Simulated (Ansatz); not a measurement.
**Br− with C2H2: structure and interaction energy**

How do Br− and C2H2 sit together, how strongly do they interact, and which methods get it right?

Program: Ansatz 0.2.0, Gaussian basis. Level of theory: PBE0-D4 structure, single points in def2-TZVPPD. These are calculated values, not measurements.

Levels: PBE-D4, revPBE-D4, BLYP-D4, r2SCAN-D4, B97M-V, PBE0-D4, B3LYP-D4, HSE06-D4, wB97X-V, wB97M-V, B2PLYP, Hartree-Fock, MP2, CCSD, CCSD(T). The reference is CCSD(T) extrapolated to the basis limit. For elements past Ar these valence bases correlate outer-core shells poorly and lack relativity, so that limit is rough.

Cores are frozen in the correlated methods. Filled d shells of the heavier atoms are correlated. B3LYP uses VWN-RPA correlation. B2PLYP carries no dispersion term here.

163 further runs of the same task are left out: 163 set aside as unsound or not needed.

**1. Starting geometry**

The pair, from a GFN2-xTB docking trial: 5 atoms, charge -1, spin multiplicity 1.

Atoms are counted from 1 here; the program's logs count them from 0.

Bond lengths: C2–C3 1.196 Å, C2–H4 1.059 Å, C3–H5 1.054 Å. Angles: C3–C2–H4 178.9°, C2–C3–H5 178.3°.

Geometry (Å):

```xyz
5
charge -1, multiplicity 1
Br    0.03590    2.15580   -2.58480
C    -0.07620   -0.16950    0.18260
C     0.04920   -0.91080    1.11260
H    -0.19300    0.47060   -0.65260
H     0.18410   -1.54610    1.94230
```

Atoms 1 to 1 are fragment A (Br−), the rest fragment B (C2H2).

**2. A first relaxation in a small basis**

Input file pre/in.yaml:

```yaml
crystal:
  periodic: [false, false, false]
  atoms:
    - {symbol: Br, position_ang: [0.035900, 2.155800, -2.584800]}
    - {symbol: C, position_ang: [-0.076200, -0.169500, 0.182600]}
    - {symbol: C, position_ang: [0.049200, -0.910800, 1.112600]}
    - {symbol: H, position_ang: [-0.193000, 0.470600, -0.652600]}
    - {symbol: H, position_ang: [0.184100, -1.546100, 1.942300]}
basis:
  gaussian: {orbitals: def2-SVPD}
total_charge: -1
hamiltonian: {xc: pbe, dispersion: d4}
relax: {f_tol: 0.03, max_steps: 250}
```

Command:

```
$ ansatz run in.yaml --threads 2 --pin off --events-out ev --progress --plain --max-ram 5222MiB
```

Further steps of the session: Relaxation at PBE0-D4; wB97X-V/def2-TZVPPD; wB97M-V/def2-TZVPPD; B2PLYP/def2-TZVPPD; B97M-V/def2-TZVPPD; CCSD(T)/def2-TZVPPD; MP2/def2-QZVPPD; Hartree-Fock/STO-3G; SPW92/def2-SVP; wB97M-V/def2-SVP; CCSD(T)/def2-SVP; Vibrations of the pair.

Q: Predict the outcome of this session. Wanted: interaction energy, CCSD(T)/CBS; of it Hartree-Fock; D4 term of PBE0-D4; shortest contact; lowest wavenumber.

As calculated:

```
                        quantity           value
 interaction energy, CCSD(T)/CBS  -9.26 kcal/mol
of it Hartree-Fock (basis limit)  -6.86 kcal/mol
              D4 term of PBE0-D4  -0.66 kcal/mol
                shortest contact   Br1–H4 2.44 Å
               lowest wavenumber        119 cm⁻¹
```

In words: The pair is bound by 9.26 kcal/mol at fixed fragment shapes. Hartree-Fock gives 74 % of it, so electrostatics, induction and charge transfer lead. The functionals run from B3LYP-D4, off by -0.02 kcal/mol, to B2PLYP, off by +0.86 kcal/mol, against CCSD(T)/CBS. Mean unsigned error by rung: GGA 0.34, meta-GGA 0.14, hybrid 0.33, screened hybrid 0.67, range-separated hybrid 0.13, double hybrid 0.86 kcal/mol. PBE-D4 gives an interaction energy 0.66 kcal/mol too low, an error of 7 % of the reference. CCSD(T) moves by -0.82 kcal/mol from triple zeta to the limit; gaps between functionals far smaller than that don't rank them. A lower arrangement may exist.
